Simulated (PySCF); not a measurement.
**OsO2: quintet, from a linear start**

Aim: relax OsO2 as a quintet from a linear start, check by its vibrations whether the end is a minimum, and collect its spectrum and constants.

The runs use PySCF 2.14.0; PBE0, basis Os def2-TZVP with ECP60, O def2-TZVP, scalar-relativistic core potentials, no spin–orbit coupling, density fitting.

## Step 1: Starting geometry

3 atoms, charge 0, spin multiplicity 5.

Bond lengths: Os1–O2 1.730 Å, Os1–O3 1.730 Å. Angles: O2–Os1–O3 180.0°.

```xyz
3
charge 0 multiplicity 5
Os    0.0000    0.0000    0.0000
O     0.0000    0.0000    1.7300
O     0.0000    0.0000   -1.7300
```

## Step 2: Relaxation: linear start, quintet

One driver script runs all steps and calls PySCF; scf.py shows how it sets up the SCF of each step. The optimiser is the driver's own. Before each start the driver seeks the lowest SCF state from one or more starting densities and follows internal instabilities, so scf.py alone need not reach the same state.

The program finds D∞h symmetry in the start, which this walk keeps. The walk stops when the largest gradient is under 0.0003 Eh/bohr and the energy has settled too.

scf.py reads:

```python
from pyscf import gto, scf, dft
mol = gto.M(atom='''
Os     0.000000     0.000000     0.000000
O      0.000000     0.000000     1.730000
O      0.000000     0.000000    -1.730000''',
    basis={'Os': 'def2-TZVP', 'O': 'def2-TZVP'},
    ecp={'Os': 'def2-TZVP'},
    charge=0, spin=4)
mf = dft.UKS(mol, xc='PBE0')
mf.grids.atom_grid = (50, 194)
aux = {'Os': 'def2-universal-JKFIT', 'O': 'def2-universal-JKFIT'}
mf = mf.density_fit(auxbasis=aux)
mf.kernel()
```

Further steps of the session: Is it a minimum? Harmonic modes; Leaving the saddle point; Frequencies.

**Question.** What will these runs give? Wanted: minimum; geometry; wavenumbers; dipole moment; highest occupied, lowest empty level; polar-tensor charge of Os1; zero-point energy; atomisation energy; ⟨S²⟩.

As calculated:

| quantity | value |
| --- | --- |
| minimum | quintet, C2v |
| geometry | Os–O 1.724 Å (×2); O–Os–O 117.8° |
| wavenumbers (cm⁻¹) | 289 (a1), 912 (b2), 982 (a1) |
| dipole moment | 2.99 D |
| highest occupied, lowest empty level (either spin) | -6.94, -4.47 eV |
| polar-tensor charge of Os1 | +1.08 e |
| zero-point energy | 13.1 kJ/mol |
| entropy at 298.15 K | 288.9 J/(mol K) |
| atomisation energy (no zero-point energy) | 983 kJ/mol |
| ⟨S²⟩ | 6.014 |

In words: The linear start (D∞h) ends in a minimum of C2v symmetry, after a stop at a second-order saddle point 159.2 kJ/mol higher, from which it was pushed off along an imaginary mode. In the infrared the band at 912 cm⁻¹ (b2, stretch) leads. Most of the spin sits on Os1 (Mulliken spin 3.07, against 4 for the whole molecule). Only this shape and spin were tried, so other structures or states may lie lower. One determinant may miss the lowest occupation of an open d or f shell. With an element this heavy the missing spin–orbit coupling can shift these numbers.
